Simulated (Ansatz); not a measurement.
# W2N: the cost of one run

Program: Ansatz 0.2.0. Level of theory: DFT PBEsol, scalar-relativistic, plane waves, PAW. These are calculated values, not measurements.

### 1 The system as given

It takes space group P-3m1 (No. 164, trigonal). The conventional cell has a = 2.835 Å, b = 2.835 Å, c = 17.657 Å, α = 90.00°, β = 90.00°, γ = 120.00°. W (site symmetry 3m) has 3 N at 2.10 Å as nearest neighbours. W (site symmetry 3m) is surrounded by 1 N at 1.97 Å. W (site symmetry 3m) has 3 N at 2.19 Å as nearest neighbours. N (site symmetry -3m) has 6 W at 2.19 Å as nearest neighbours. Around N (site symmetry 3m) lie 4 W at 1.97 to 2.10 Å.

Coordinates:

```cif
data_structure
_symmetry_space_group_name_H-M 'P-3m1'
_symmetry_Int_Tables_number 164
_cell_length_a 2.8352
_cell_length_b 2.8352
_cell_length_c 17.6567
_cell_angle_alpha 90.000
_cell_angle_beta 90.000
_cell_angle_gamma 120.000
_cell_volume 122.92
loop_
_atom_site_label
_atom_site_type_symbol
_atom_site_symmetry_multiplicity
_atom_site_Wyckoff_symbol
_atom_site_fract_x
_atom_site_fract_y
_atom_site_fract_z
_atom_site_occupancy
W1 W 2 c 0.00000 0.00000 0.07569 1
W2 W 2 d 0.33333 0.66667 0.26203 1
W3 W 2 d 0.33333 0.66667 0.41720 1
N1 N 1 b 0.00000 0.00000 0.50000 1
N2 N 2 d 0.33333 0.66667 0.15033 1
```

The structure comes from the Materials Project (structure only).

(A quick probe on a coarse mesh, which set the mesh and smearing, is not shown.)

### 3 A loose first relaxation

File input.yaml:

```yaml
crystal:
  lattice:
    - [2.8352056354, 0.0, 0.0]
    - [-1.4176028177, 2.4553601052, 0.0]
    - [0.0, 0.0, 17.656657]
  atoms:
    - { symbol: W, position: [0.0, 0.0, 0.075687] }
    - { symbol: W, position: [0.0, 0.0, 0.924313] }
    - { symbol: W, position: [0.33333333, 0.66666667, 0.262027] }
    - { symbol: W, position: [0.66666667, 0.33333333, 0.737973] }
    - { symbol: W, position: [0.33333333, 0.66666667, 0.4172] }
    - { symbol: W, position: [0.66666667, 0.33333333, 0.5828] }
    - { symbol: "N", position: [0.0, 0.0, 0.5] }
    - { symbol: "N", position: [0.33333333, 0.66666667, 0.150333] }
    - { symbol: "N", position: [0.66666667, 0.33333333, 0.849667] }
basis:
  ecutwfc: 420
kpoints:
  mp_grid: { grid: [12, 12, 1] }
hamiltonian:
  xc: pbesol
scf:
  occupations: { method: gaussian, width: 0.1 }
output:
  forces: true
  stress: true
  eigenvalues: true
relax:
  adjacent_minimum: "off"
  f_tol: 0.05
  max_steps: 80
  cell: { stress_tol: 0.5 }
```

Run with:

```console
> ansatz run input.yaml --threads 2 --pin off --max-ram 5120MiB --backend cpu --events-out ev --progress --plain --runs-dir out
```

What time and memory should one allow on 2 threads of Intel Xeon Platinum 8375C at 2.90GHz (Ice Lake), shared host?

About 24 s, with a peak of 0.54 GiB.
